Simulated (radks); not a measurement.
# Valence configurations of Sm²⁺

Aim: which of several valence configurations of Sm²⁺ lies lowest at this level, and whether it is the one NIST lists ([Xe] 4f6).

Program: radks (a radial shooting solver on a logarithmic mesh, Libxc functionals) version 1. Level of theory: Dirac Kohn-Sham, BLYP, spin-unpolarised, spherical densities, point nucleus; open shells fill j = l - 1/2 first. These are calculated values, not measurements, unless marked.

## Step 1: What is computed

| Property | Result |
| --- | --- |
| element | samarium (Z = 62) |
| charge | +2 |
| electrons | 60 |
| configuration | [Xe] 4f6 |
| others tried | 4f5 5d1; 4f5 6s1; 4f4 5d2; 4f4 6p2; 4f5 6p1; 4f5.5 5d0.5; 4f5.5 6p0.5; 4f4.5 5d0.5 6s1; 4f5.5 6s0.5 |

## Step 2: [Xe] 4f6

Input:

```text
Z 62
configuration [Xe] 4f6
relativity Dirac
functional b88,lyp
spin unpolarised
j_filling energy
nucleus point
c 137.035999084
```

## Step 3: [Xe] 4f5 5d1

Input: that of step 2 with these lines changed.

```diff
@@ -1,3 +1,3 @@
 Z 62
-configuration [Xe] 4f6
+configuration [Xe] 4f5 5d1
 relativity Dirac
```

## Step 4: [Xe] 4f5 6s1

Input: that of step 3 with these lines changed.

```diff
@@ -1,3 +1,3 @@
 Z 62
-configuration [Xe] 4f5 5d1
+configuration [Xe] 4f5 6s1
 relativity Dirac
```

## Step 5: [Xe] 4f4 5d2

Input: that of step 4 with these lines changed.

```diff
@@ -1,3 +1,3 @@
 Z 62
-configuration [Xe] 4f5 6s1
+configuration [Xe] 4f4 5d2
 relativity Dirac
```

## Step 6: [Xe] 4f4 6p2

Input: that of step 5 with these lines changed.

```diff
@@ -1,3 +1,3 @@
 Z 62
-configuration [Xe] 4f4 5d2
+configuration [Xe] 4f4 6p2
 relativity Dirac
```

## Step 7: [Xe] 4f5 6p1

Input: that of step 6 with these lines changed.

```diff
@@ -1,3 +1,3 @@
 Z 62
-configuration [Xe] 4f4 6p2
+configuration [Xe] 4f5 6p1
 relativity Dirac
```

## Step 8: [Xe] 4f5.5 5d0.5

Input: that of step 7 with these lines changed.

```diff
@@ -1,3 +1,3 @@
 Z 62
-configuration [Xe] 4f5 6p1
+configuration [Xe] 4f5.5 5d0.5
 relativity Dirac
```

## Step 9: [Xe] 4f5.5 6p0.5

Input: that of step 8 with these lines changed.

```diff
@@ -1,3 +1,3 @@
 Z 62
-configuration [Xe] 4f5.5 5d0.5
+configuration [Xe] 4f5.5 6p0.5
 relativity Dirac
```

## Step 10: [Xe] 4f4.5 5d0.5 6s1

Input: that of step 9 with these lines changed.

```diff
@@ -1,3 +1,3 @@
 Z 62
-configuration [Xe] 4f5.5 6p0.5
+configuration [Xe] 4f4.5 5d0.5 6s1
 relativity Dirac
```

## Step 11: [Xe] 4f5.5 6s0.5

Input: that of step 10 with these lines changed.

```diff
@@ -1,3 +1,3 @@
 Z 62
-configuration [Xe] 4f4.5 5d0.5 6s1
+configuration [Xe] 4f5.5 6s0.5
 relativity Dirac
```

Q: Predict the outcome of this session. Wanted: for each run, valence; E − E(NIST configuration); highest level; its energy; 1s shift.

**Answer**, as computed:

```tsv
valence	E − E(NIST configuration) (eV)	highest level	its energy (eV)	1s shift (eV)
4f6	0.000	4f5/2	-15.667	+0.00
4f5.5 5d0.5	1.433	5d3/2	-14.494	-3.01
4f5.5 6s0.5	1.553	6s1/2	-14.945	-4.21
4f5.5 6p0.5	3.430	6p1/2	-11.477	-4.70
4f5 5d1	3.924	5d3/2	-15.232	-6.32
4f5 6s1	4.733	6s1/2	-15.840	-8.92
4f5 6p1	8.702	6p1/2	-12.385	-9.89
4f4.5 5d0.5 6s1	8.842	6s1/2	-16.177	-12.60
4f4 5d2	12.562	5d3/2	-16.717	-13.70
4f4 6p2	25.646	6p1/2	-14.071	-21.37
```

In words: The NIST configuration is the lowest of those tried, 1.433 eV under 4f5.5 5d0.5. The energies are those of spherical spin-averaged densities, not of single terms. The 1s eigenvalue shifts by up to 21.37 eV as the valence charge is rearranged.
